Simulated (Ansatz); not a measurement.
Wanted: the native input for an Ansatz 0.2.0 run.

* Task: atomic charges
* Functional: PBE
* Potentials or basis: Ansatz PAW
* Cutoff: 420 eV (not typed: the program's choice for these potentials)
* k mesh: 6 × 6 × 6
* Occupations: fermi-dirac, width 0.05 eV
* Spin: collinear spin, ferromagnetic start
* Starting moments: [0.0, 0.0, 4.0, 1.0, 0.0, 0.0, 0.0, 0.0, 0.0, 0.0] μB

The system is NaLaMnMoO6.

```
Na La Mn Mo O
1.0
     4.72242   -2.73688    0.00204
     4.72242    2.73688    0.00204
    -3.17796    0.00000    4.47000
Na La Mn Mo O
1 1 1 1 6
Cartesian
  -0.0031 0.0000 3.3293
  6.2777 0.0000 1.1522
  3.1283 0.0000 2.2333
  0.0068 0.0000 0.0051
  4.1282 1.3576 1.2770
  4.1282 -1.3576 1.2770
  1.7822 0.0000 0.8403
  4.4845 0.0000 3.6293
  2.1325 1.3554 3.1991
  2.1325 -1.3554 3.1991
```

The cell was built by a generator and needn't be a form met in nature.

One way to write it, as run:

input.yaml

```yaml
crystal:
  lattice:
    - [4.72242, -2.73688, 0.00204]
    - [4.72242, 2.73688, 0.00204]
    - [-3.17796, 0.0, 4.47]
  atoms:
    - { symbol: Na, position: [0.25021, 0.25021, 0.74459] }
    - { symbol: La, position: [0.75117, 0.75117, 0.25707] }
    - { symbol: Mn, position: [0.49918, 0.49918, 0.49917], spin: 4.0 }
    - { symbol: Mo, position: [0.0011, 0.0011, 0.00114], spin: 1.0 }
    - { symbol: O, position: [0.28503, 0.78106, 0.2852] }
    - { symbol: O, position: [0.78106, 0.28503, 0.2852] }
    - { symbol: O, position: [0.25187, 0.25187, 0.18775] }
    - { symbol: O, position: [0.74777, 0.74777, 0.81124] }
    - { symbol: O, position: [0.21883, 0.71407, 0.71525] }
    - { symbol: O, position: [0.71407, 0.21883, 0.71525] }
hamiltonian:
  xc: pbe
  pseudopotentials: { kind: paw }
magnetization:
  spin_polarized: true
kpoints:
  mp_grid: { grid: [6, 6, 6] }
scf:
  occupations: { method: fermi_dirac, width: 0.05 }
output:
  forces: true
  stress: true
  eigenvalues: true
  bader: true
  populations: true
  write_density: true
  write_potential: true
  elf: true
  volumetric_format: npy
```

Potentials or basis: Ansatz PAW.

Command:

```sh
$ ansatz run input.yaml --threads 8 --pin off --max-ram 20480MiB --backend cpu --events-out ev --progress --plain --runs-dir out
```

It gave:

The pressure is 0.3 GPa, the largest force is 0.110 eV/Å and the band gap on the k mesh is none (metal or under the smearing width). The net moment is 1.95 μB per cell, the absolute moment is 3.49 μB per cell and the site moments are Na +0.00; La -0.01; Mn +2.22; Mo -0.37; O +0.01, +0.02 μB. The bader charges are Na +0.88; La +2.09; Mn +1.71; Mo +2.37; O -1.18, -1.17 e.

Caveat: the pressure holds a Pulay correction of +0.6 GPa for the finite cutoff; a cell with one magnetic atom can't hold antiferromagnetic order, which such compounds often take; semilocal functionals often make such compounds metallic where correlation or magnetic order opens a gap, which also shifts bond lengths; the starting moments weren't kept.

It took 37 s on 8 threads of Arm Neoverse V2, with other jobs on the host, peak memory 0.81 GiB.
